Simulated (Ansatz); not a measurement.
From input file to script: CsH, space group Fm-3m in Ansatz 0.2.0.

```yaml
crystal:
  lattice:
    - [0.0, 3.188, 3.188]
    - [3.188, 0.0, 3.188]
    - [3.188, 3.188, 0.0]
  atoms:
    - { symbol: Cs, position: [0.0, 0.0, 0.0] }
    - { symbol: H, position: [0.5, 0.5, 0.5] }
basis:
  ecutwfc: 450.0
kpoints:
  mp_grid:
    grid: [5, 5, 5]
hamiltonian:
  xc: r2scan
scf:
  occupations:
    method: fixed
output:
  forces: true
  stress: true
```

At the Python prompt:
```pycon
>>> import warnings
>>> import ansatz
>>> from ase import Atoms
>>> from ase.calculators.calculator import Calculator, all_changes
>>> from ase.filters import FrechetCellFilter
>>> from ase.optimize import BFGSLineSearch
>>> from ase.units import GPa
>>> import numpy as np
>>> ECUT = 450
>>> KGRID = (5, 5, 5)
>>> FUNCTIONAL = "r2scan"
>>> class AnsatzEngine(Calculator):
...     implemented_properties = ["energy", "free_energy", "forces", "stress"]
...     def calculate(self, atoms=None, properties=("energy",), system_changes=all_changes):
...         super().calculate(atoms, properties, system_changes)
...         bare = self.atoms.copy()
...         bare.set_constraint()
...         bare.set_momenta(None)
...         job = (
...             ansatz.Crystal.from_ase(bare).calculation()
...             .occupations(ansatz.OccupationsMethod.FIXED)
...             .basis(ECUT)
...             .kpoints(*KGRID)
...             .functional(FUNCTIONAL)
...             .forces()
...             .stress()
...         )
...         report = job.run(threads=1).report
...         self.results["energy"] = self.results["free_energy"] = report["lagrangian_ev"]
...         self.results["forces"] = np.array(report["forces_ev_ang"])
...         s = -np.array(report["stress_gpa"]) * GPa  # ASE counts tension as positive
...         self.results["stress"] = s[[0, 1, 2, 1, 0, 0], [0, 1, 2, 2, 2, 1]]
...
>>> warnings.simplefilter("ignore")
>>> atoms = Atoms(
...     ["Cs", "H"],
...     cell=[(0.0, 3.188, 3.188), (3.188, 0.0, 3.188), (3.188, 3.188, 0.0)],
...     scaled_positions=[
...         (0.0, 0.0, 0.0),
...         (0.5, 0.5, 0.5),
...     ],
...     pbc=True,
... )
>>> atoms.calc = AnsatzEngine()
>>> before = atoms.get_potential_energy(), atoms.get_volume()
>>> target = FrechetCellFilter(atoms)
>>> optimiser = BFGSLineSearch(target, logfile=None)
>>> def tell():
...     fmax = np.linalg.norm(target.get_forces(), axis=1).max()
...     print(f"step {optimiser.nsteps:2d}  E = {atoms.get_potential_energy():.5f} eV  fmax = {fmax:.4f}  V = {atoms.get_volume():.3f} A^3")
...
>>> optimiser.attach(tell)
>>> met = optimiser.run(fmax=0.02, steps=15)
step  0  E = -5702.39020 eV  fmax = 0.0032  V = 64.801 A^3
>>> print("threshold met:", bool(met), " energy gained:", round(before[0] - atoms.get_potential_energy(), 5), "eV")
threshold met: True  energy gained: 0.0 eV
>>> print("cell lengths and angles:", np.round(atoms.cell.cellpar(), 3))
cell lengths and angles: [ 4.509  4.509  4.509 60.    60.    60.   ]
>>> np.round(atoms.get_scaled_positions(), 4)
array([[0. , 0. , 0. ],
       [0.5, 0.5, 0.5]])
```

Caveats:
- These settings explore the input space; cutoff and mesh may be short of convergence.
- The cutoff lies under the one recommended for these potentials.
- The calculator gives ASE the free energy under both names; ASE's own meaning of energy is the limit of zero smearing.
- The structure is a deposited one; some such entries were measured under pressure or heat, so a shift against it needn't be the functional's error alone.
- The script silences warnings, which a real study should read.
- Timing: 4.2 s on 1 thread of Arm Neoverse N1, with other jobs on the host, peak memory 0.53 GiB.

(Lines on the test bed's own set-up are left out of the output.)
